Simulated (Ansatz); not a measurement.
# BGeH4 (doublet): wave-function methods side by side at distance Ge1–B2 = 2.450 Å, cc-pVDZ

One table from this session's results is given with a row withheld; the runs are named, their logs left out.

Method: cc-pVDZ, core rule «outside noble gas», up to 15 orbitals frozen; program: Ansatz 0.2.0, Gaussian basis.

Plan: UHF; CCSD(T) on ROHF; CCSD(T) on UHF; BCCD(T) on ROHF; CISD; CCSDT(Q) on ROHF; CCSDT(Q) on UHF; CASSCF and MRCISD+Q, 3 electrons in 3 orbitals; CASSCF and NEVPT2, 3 electrons in 3 orbitals; CASSCF and MRCISD+Q, 9 electrons in 9 orbitals; CASSCF and NEVPT2, 9 electrons in 9 orbitals.

19 further runs of the same task are left out: 1 for a mislabelled method, 15 that didn't finish, 3 set aside as unsound or not needed.

### The system

The geometry derives from a PBE0/def2-TZVP stationary point (not a proven minimum). One bond is set to the value named and the two fragments are kept rigid. No spin-orbit coupling is included. The filled d shell of Ge may be among the frozen orbitals whatever the setting's name suggests; the logs give the count.

6 atoms, charge 0, spin multiplicity 2.

Atoms are counted from 1 here; the program's logs count them from 0.

Bond lengths: Ge1–B2 2.450 Å, Ge1–H3 1.536 Å, Ge1–H4 1.536 Å, B2–H5 1.193 Å, B2–H6 1.193 Å. Angles: B2–Ge1–H3 125.2°, B2–Ge1–H4 125.2°, H3–Ge1–H4 109.7°, Ge1–B2–H5 119.1°, Ge1–B2–H6 119.1°, H5–B2–H6 121.9°.

Set-up of the first run:

Input file in.yaml:

```yaml
crystal:
  periodic: [false, false, false]
  atoms:
    - {symbol: Ge, position_ang: [0.000000, 0.000000, 0.352190]}
    - {symbol: B, position_ang: [0.000000, 0.000000, -2.097810]}
    - {symbol: H, position_ang: [0.000000, 1.255258, 1.236837]}
    - {symbol: H, position_ang: [0.000000, -1.255258, 1.236837]}
    - {symbol: H, position_ang: [0.000000, 1.042369, -2.677219]}
    - {symbol: H, position_ang: [0.000000, -1.042369, -2.677219]}
basis:
  gaussian: {orbitals: cc-pVDZ}
magnetization: {spin_polarized: true, initial_magnetization: 1}
hamiltonian: {xc: hf}
output: {orbitals: {seedname: orbitals}}
```

The run is started by

```
$ ansatz run in.yaml --threads 1 --pin off --events-out ev --progress --plain --max-ram 2393MiB
```

Among the steps run: UHF; CCSD(T) on ROHF; CCSD(T) on UHF; BCCD(T) on ROHF; CISD; CCSDT(Q) on ROHF; CCSDT(Q) on UHF; CASSCF and MRCISD+Q, 3 electrons in 3 orbitals; CASSCF and NEVPT2, 3 electrons in 3 orbitals; CASSCF and MRCISD+Q, 9 electrons in 9 orbitals; CASSCF and NEVPT2, 9 electrons in 9 orbitals.

One of the session's tables, all rows but one given; the rest of the session is left out.

```
       method  from UCCSDT(Q) (kJ/mol)
         ROHF                   +579.5
          UHF                   +569.5
         RMP2                   +129.9
         UMP2                   +132.3
         CISD                    +66.3
        RCCSD                    +21.0
        UCCSD                    +20.4
     RCCSD(T)                     +5.0
     UCCSD(T)                     +4.9
      BCCD(T)                     +5.0
       RCCSDT                     +1.0
       UCCSDT                     +0.8
    RCCSDT(Q)                     +0.3
    UCCSDT(Q)                        0
  CASSCF pair                        ?
  NEVPT2 pair                   +127.9
  MRCISD pair                    +57.1
MRCISD+Q pair                     +7.1
```

Q: Estimate the row for CASSCF pair from the others.

The run gave: from UCCSDT(Q) (kJ/mol): +532.7. In the column «from UCCSDT(Q) (kJ/mol)» it lies between UMP2 (+132.3) and UHF (+569.5).

Left out of the table: CASSCF frontier, NEVPT2 frontier, MRCISD frontier, MRCISD+Q frontier (the active space lost an orbital or holds another state than full CI finds).

Caveats from the session: Restricted and unrestricted rows rest on different reference determinants; where their highest levels disagree by more than a few hundredths of an eV, they describe different states and don't form one ladder. Warnings in the runs' records: passed over end.
